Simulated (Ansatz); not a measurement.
Run this with Ansatz's Python interface and show what comes out.

`run_orders.py`
```python
import warnings

import ansatz as az
import numpy as np


def count_gap(report):
    # lowest empty less highest filled band, counting bands; zero where they overlap
    return max(report.get("gap_by_band_count_ev") or 0.0, 0.0)

CELL = [
    (7.7271, 0.0, 0.0),
    (0.0, 3.86355, 0.0),
    (0.0, 0.0, 3.86355),
]
ATOMS = [
    ("Cr", (0.0, 0.0, 0.0)),
    ("Re", (0.0, 0.5, 0.5)),
    ("Re", (0.25, 0.0, 0.5)),
    ("Re", (0.25, 0.5, 0.0)),
    ("Cr", (0.5, 0.0, 0.0)),
    ("Re", (0.5, 0.5, 0.5)),
    ("Re", (0.75, 0.0, 0.5)),
    ("Re", (0.75, 0.5, 0.0)),
]


def with_moments(moments):
    crystal = az.Crystal(lattice=az.Lattice.of(CELL))
    for (symbol, position), moment in zip(ATOMS, moments):
        crystal = crystal.atom(symbol, position, moment=moment or None)
    return crystal

warnings.simplefilter("ignore", az.DeckWarning)

orders = {
    "FM": [2.4, 0, 0, 0, 2.4, 0, 0, 0],
    "AFM": [2.4, 0, 0, 0, -2.4, 0, 0, 0],
}

rows = []
for label, moments in orders.items():
    job = (
        with_moments(moments).calculation()
        .occupations(az.OccupationsMethod.FERMI_DIRAC, width=0.1)
        .functional("r2scan")
        .basis(37 * az.Ry)
        .kpoints(length=24)
        .spin("collinear")
        .band_table()
    )
    rep = job.run(threads=1).report
    rows.append((label, rep["free_energy_ev"], rep["magnetization_mub"], rep["absolute_magnetization_mub"], max(abs(m) for m in rep["site_moments_mub"]), count_gap(rep)))
    print(label, "site moments:", [round(m, 2) for m in rep["site_moments_mub"]])

plain = (
    with_moments([0] * len(ATOMS)).calculation()
    .occupations(az.OccupationsMethod.FERMI_DIRAC, width=0.1)
    .functional("r2scan")
    .basis(37 * az.Ry)
    .kpoints(length=24)
    .band_table()
)
rep = plain.run(threads=1).report
rows.append(("NM", rep["free_energy_ev"], 0.0, 0.0, 0.0, count_gap(rep)))

lowest = min(row[1] for row in rows)
rows = [(row[0], 1000 * (row[1] - lowest) / 2, *row[2:]) for row in sorted(rows, key=lambda row: row[1])]
print("         order  meV/magnetic atom         net muB    absolute muB  largest site muB  gap by band count eV")
for row in rows:
    print(f"{str(row[0]):>14s}  {row[1]:17.2f}  {row[2]:14.3f}  {row[3]:14.3f}  {row[4]:16.3f}  {row[5]:20.3f}")
print("lowest of these starts:", rows[0][0])
```

```console
$ python run_orders.py
FM site moments: [1.63, -0.16, -0.16, -0.16, 1.63, -0.16, -0.16, -0.16]
AFM site moments: [1.47, -0.1, -0.0, -0.0, -1.47, 0.1, 0.0, 0.0]
         order  meV/magnetic atom         net muB    absolute muB  largest site muB  gap by band count eV
            FM               0.00           2.314           4.562             1.634                 0.000
           AFM               7.35           0.000           3.584             1.472                 0.000
            NM              30.63           0.000           0.000             0.000                 0.000
lowest of these starts: FM
```

In order of energy: ferromagnetic (+0.0 meV an atom, largest site moment 1.63 μB), antiferro- or ferrimagnetic (+1.8 meV an atom, largest site moment 1.47 μB) and non-magnetic (+7.7 meV an atom, largest site moment 0.00 μB). These are the states reached from the starts typed.

Other magnetic orders than the one started from may lie lower. The mesh is modest for a metal, so energies can be off by several to tens of meV an atom and pressures by half a GPa or more; differences at equal mesh fare better. A gap by band count of zero or less means overlapping bands, a metal. r2SCAN tends to overestimate the moments of itinerant magnets. This cell is a computed structure, which may not be the phase found in nature. Gaps and levels are Kohn-Sham values on a finite set of k-points, without spin-orbit coupling. Each row is the state reached from that start at the given structure, not necessarily the lowest of its order; other orders weren't tried. Run time: 14 min on 1 thread of Arm Neoverse V1 (shared host), peak memory 1.8 GiB.
